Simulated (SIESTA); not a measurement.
Zr3AlN4:

```
Zr Al N
1.0
     3.21491    0.00000    0.00000
     0.00000    3.21491    0.00000
     0.00000    0.00000    8.97645
Zr Al N
3 1 4
Direct
  0.49162 0.51007 0.24498
  0.00443 0.00401 0.49842
  0.50852 0.48779 0.75711
  0.99964 0.00511 0.99876
  0.48114 0.51497 0.50408
  0.99686 0.99774 0.77338
  0.51317 0.48890 0.99733
  0.00584 0.97934 0.22109
```

The cell comes from a database or a generator and needn't be the stable form of this composition.

The cell isn't the ideal one: atoms moved at random, drawn with an rms of 0.05 Å.

Below is the output of SIESTA 5.4.2 for this cell. Logs are shortened: lines on timing, memory, paths and dates and some standing lists are left out, and cuts for length are marked.

```text
Version         : 5.4.2

                           ***********************
                           *  WELCOME TO SIESTA  *
                           ***********************

 NOTE: Siesta V5 introduces some new defaults for basis-set generation
 NOTE: which might lead to slightly different numerical results.
 NOTE: Please see the manual for full details and compatibility measures.

reinit: Reading from file Zr3AlN4.fdf

reinit: -----------------------------------------------------------------------
reinit: System Name: Zr3AlN4
reinit: -----------------------------------------------------------------------
reinit: System Label: Zr3AlN4
reinit: -----------------------------------------------------------------------

initatom: Reading input for the pseudopotentials and atomic orbitals ----------
Species number:   1 Atomic number:   40 Label: Zr
Species number:   2 Atomic number:   13 Label: Al
Species number:   3 Atomic number:    7 Label: N

Ground state valence configuration (from tables):   5s02  5p00  4d02  4f00
Ground state valence configuration (from tables):   3s02  3p01  3d00  4f00
Ground state valence configuration (from tables):   2s02  2p03  3d00  4f00

---- Processing specs for species: Zr
Reading pseudopotential information in PSML from:
  Zr.psml
PSML file version: 1.1
Using libxc ids:  101 130
GGA--PBE XC_GGA_X_PBE--XC_GGA_C_PBE pb
Semicore shell(s) with  8 electrons included in the valence for Zr

---- Processing specs for species: Al
Reading pseudopotential information in PSML from:
  Al.psml
PSML file version: 1.1
Using libxc ids:  101 130
GGA--PBE XC_GGA_X_PBE--XC_GGA_C_PBE pb

---- Processing specs for species: N
Reading pseudopotential information in PSML from:
  N.psml
PSML file version: 1.1
Using libxc ids:  101 130
GGA--PBE XC_GGA_X_PBE--XC_GGA_C_PBE pb

---- Pseudopotential check for Zr

Pseudized shells:
4s( 2.00) rc: 1.55
4p( 6.00) rc: 1.55
4d( 2.00) rc: 1.50
Valence configuration for ps generation: 4s:4p:4d:5s: Total charge:  12.000000
Semicore shell(s): 4s 4p
[... 801 lines left out ...]
siesta:         Fermi =      -6.027057

siesta: Atomic forces (eV/Ang):
siesta:      1    0.515691   -0.976619    0.741996
siesta:      2   -0.865377    0.223402   -0.062062
siesta:      3   -0.486086    0.519914   -1.012211
siesta:      4   -0.105208    0.039500    0.015419
siesta:      5    0.958021   -0.495440   -0.186782
siesta:      6    0.459129   -0.302644    0.060898
siesta:      7   -0.069542   -0.073722    0.447226
siesta:      8   -0.406657    1.063660   -0.009331
siesta: ----------------------------------------
siesta:    Tot   -0.000028   -0.001949   -0.004847

siesta: Stress tensor (static) (eV/Ang**3):
siesta:    -0.013428    0.003761   -0.000931
siesta:     0.003761   -0.013178    0.000168
siesta:    -0.000931    0.000168   -0.007710

siesta: Cell volume =         92.777649 Ang**3

siesta: Pressure (static):
siesta:                Solid            Molecule  Units
siesta:           0.00012458          0.00037436  Ry/Bohr**3
siesta:           0.01143861          0.03437213  eV/Ang**3
siesta:          18.32667964         55.07021631  kBar

Basis Enthalpy Calculation:
    Basis Pressure for species 1(Zr) :      0.2000000 GPa
    Basis Pressure for species 2(Al) :      0.2000000 GPa
    Basis Pressure for species 3(N) :      0.2000000 GPa

    Orbital volume contribution        =           8.977496 eV
    (Free)E + p_basis*V_orbitals       =       -5325.483232 eV
    (Free)Eharris+ p_basis*V_orbitals  =       -5325.483232 eV

mulliken: Atomic and Orbital Populations:

Species: Zr
Atom  Qatom  Qorb
               4s      4s      5s      5s      4py     4pz     4px     4py
               4pz     4px     5py     5pz     5px     4dxy    4dyz    4dz2
               4dxz    4dx2-y2 4dxy    4dyz    4dz2    4dxz    4dx2-y2
   1 10.742   1.824   0.041   0.077   0.305   1.923   1.922   1.922   0.057
              0.060   0.056   0.105   0.109   0.105   0.506   0.485   0.472

              0.481   0.534  -0.085  -0.034  -0.062  -0.033  -0.027
   2 11.028   1.826   0.037   0.033   0.322   1.924   1.921   1.924   0.054
              0.059   0.054   0.116   0.068   0.116   0.540   0.763   0.567

              0.766   0.620  -0.119  -0.150  -0.170  -0.151  -0.095
   3 10.712   1.825   0.041   0.085   0.307   1.922   1.923   1.922   0.056
              0.056   0.056   0.105   0.119   0.105   0.497   0.431   0.459

              0.432   0.544  -0.084  -0.016  -0.030  -0.017  -0.029

Species: Al
Atom  Qatom  Qorb
               3s      3s      3py     3pz     3px     3py     3pz     3px
               3Pdxy   3Pdyz   3Pdz2   3Pdxz   3Pdx2-y2
   4  2.800   0.475   0.223  -0.148  -0.015  -0.147   0.497   0.507   0.497
              0.185   0.180   0.250   0.180   0.117

Species: N
Atom  Qatom  Qorb
               2s      2s      2py     2pz     2px     2py     2pz     2px
               3Pdxy   3Pdyz   3Pdz2   3Pdxz   3Pdx2-y2
   5  6.020   2.153  -0.301   1.510   1.599   1.514  -0.161  -0.223  -0.164
              0.010   0.026   0.010   0.026   0.021
   6  5.961   2.078  -0.267   1.562   1.415   1.563  -0.180  -0.095  -0.180
              0.010   0.013   0.008   0.013   0.022
   7  5.809   2.004  -0.213   1.396   1.384   1.394  -0.088  -0.010  -0.087
              0.007   0.006   0.008   0.006   0.003
   8  5.928   2.044  -0.246   1.544   1.366   1.533  -0.164  -0.059  -0.156
              0.010   0.014   0.008   0.014   0.020

mulliken: Qtot =       59.000

Mulliken Atomic Populations:
Atom #   charge [q] valence [e]  Species
     1     1.257952   10.742048  Zr
     2     0.971805   11.028195  Zr
     3     1.288142   10.711858  Zr
     4     0.200437    2.799563  Al
     5    -1.020429    6.020429  N
     6    -0.961062    5.961062  N
     7    -0.809078    5.809078  N
     8    -0.927768    5.927768  N
 Total    -0.000000

Job completed
```

Question: Write the input and the command behind it.

Answer: Single point with PBE, no spin polarisation. The files as run (others can give the same):

Zr3AlN4.fdf
```
SystemName                      Zr3AlN4
SystemLabel                     Zr3AlN4
NumberOfSpecies                 3
NumberOfAtoms                   8
%block ChemicalSpeciesLabel
  1  40 Zr
  2  13 Al
  3   7 N
%endblock ChemicalSpeciesLabel

LatticeConstant                 1.0 Ang
%block LatticeVectors
     3.2149150000     0.0000000000     0.0000000000
     0.0000000000     3.2149150000     0.0000000000
     0.0000000000     0.0000000000     8.9764450000
%endblock LatticeVectors
AtomicCoordinatesFormat         Fractional
%block AtomicCoordinatesAndAtomicSpecies
     0.4916240000     0.5100730000     0.2449840000  1  Zr
     0.0044340000     0.0040120000     0.4984180000  1  Zr
     0.5085150000     0.4877870000     0.7571070000  1  Zr
    -0.0003580000     0.0051150000    -0.0012410000  2  Al
     0.4811360000     0.5149690000     0.5040810000  3  N
    -0.0031430000    -0.0022570000     0.7733810000  3  N
     0.5131700000     0.4888950000    -0.0026680000  3  N
     0.0058430000    -0.0206570000     0.2210880000  3  N
%endblock AtomicCoordinatesAndAtomicSpecies

%block kgrid.MonkhorstPack
    8   0   0  0.0
    0   8   0  0.0
    0   0   3  0.0
%endblock kgrid.MonkhorstPack
XC.Functional                   GGA
XC.Authors                      PBE
PAO.BasisSize                   DZP
PAO.EnergyShift                 0.003 Ry
Mesh.Cutoff                     800 Ry
OccupationFunction              FD
ElectronicTemperature           0.05 eV
MaxSCFIterations                120
SCF.MustConverge                false
SCF.Mixer.Method                Pulay
SCF.Mixer.Weight                0.25
SCF.Mixer.History               8
SCF.DM.Tolerance                5.0e-05
SCF.H.Tolerance                 1.0e-03 eV
WriteForces                     true
Charge.Mulliken                 end
%block PAO.Basis
  Zr 5
  n=4 0 2
    3.497 0.000
  n=5 0 2
    9.041 0.000
  n=4 1 2
    4.057 0.000
  n=5 1 1
    9.041
  n=4 2 2
    7.356 0.000
%endblock PAO.Basis
```

Potentials or basis: PseudoDojo 0.4 standard (PBE files), DZP (energy shift 0.003 Ry; two zetas on semicore shells).
Launch:
```sh
$ siesta Zr3AlN4.fdf > Zr3AlN4.out 2>&1
```

Caveat: the basis of atomic orbitals isn't converged, which shifts pressures, moduli and gaps.
